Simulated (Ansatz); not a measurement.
# SnBr₃Cl: basis-set convergence

The task here is to estimate one member of a computed series from the others.

The runs use Ansatz 0.2.0, Gaussian basis; one geometry, several basis sets.

The runs, in order: PBE0-D4/def2-SVP; ωB97M-V/def2-SVP; PBE0-D4/def2-QZVPP; ωB97M-V/def2-QZVPP; the functionals' def2-TZVPP values are taken from earlier runs.

## Structure used throughout

All runs share one geometry, relaxed beforehand with PBE0-D4 in a triple-zeta def2 set. Sn takes the def2 core potential; no spin-orbit term is included.

SMILES `[Cl][Sn]([Br])([Br])[Br]`, 5 atoms, charge 0, spin multiplicity 1.

Atoms are counted from 1 here; the program's logs count them from 0.

Bond lengths: Cl1–Sn2 2.297 Å, Sn2–Br3 2.442 Å, Sn2–Br4 2.442 Å, Sn2–Br5 2.442 Å. Angles: Cl1–Sn2–Br3 108.9°, Cl1–Sn2–Br4 108.9°, Cl1–Sn2–Br5 108.9°, Br3–Sn2–Br4 110.1°, Br3–Sn2–Br5 110.1°, Br4–Sn2–Br5 110.1°.

Set-up of the first run:

The input, in.yaml:

```yaml
crystal:
  periodic: [false, false, false]
  atoms:
    - {symbol: Cl, position_ang: [-0.868257, -0.154858, 2.125673]}
    - {symbol: Sn, position_ang: [0.004471, -0.015618, 0.005206]}
    - {symbol: Br, position_ang: [2.018489, -1.391701, -0.112123]}
    - {symbol: Br, position_ang: [-1.658460, -0.827040, -1.588501]}
    - {symbol: Br, position_ang: [0.553656, 2.315615, -0.471656]}
basis:
  gaussian: {orbitals: def2-SVP}
hamiltonian: {xc: pbe0, dispersion: d4}
output: {orbitals: {seedname: orbitals}}
```

On the command line:

```
> ansatz run in.yaml --threads 4 --pin off --events-out ev --progress --plain --max-ram 11315MiB
```

Among the steps run: PBE0-D4 in def2-SVP; ωB97M-V in def2-SVP; PBE0-D4 in def2-QZVPP; ωB97M-V in def2-QZVPP.

One of the session's tables, all rows but one given; the rest of the session is left out.

It belongs to the step «Functionals by basis». 

| functional | basis | HOMO (eV) | LUMO (eV) |
| --- | --- | --- | --- |
| PBE0-D4 | def2-SVP | -8.88 | -3.33 |
| PBE0-D4 | def2-TZVPP | -8.98 | -3.39 |
| PBE0-D4 | def2-QZVPP | -9.00 | -3.40 |
| ωB97M-V | def2-SVP | ? | ? |
| ωB97M-V | def2-TZVPP | -11.19 | -1.45 |
| ωB97M-V | def2-QZVPP | -11.21 | -1.48 |

Q: Estimate the row for ωB97M-V, def2-SVP from the others.

**Answer.** HOMO (eV): -11.06; LUMO (eV): -1.30. In the column «HOMO (eV)» it lies between ωB97M-V, def2-TZVPP (-11.19) and PBE0-D4, def2-QZVPP (-9.00).
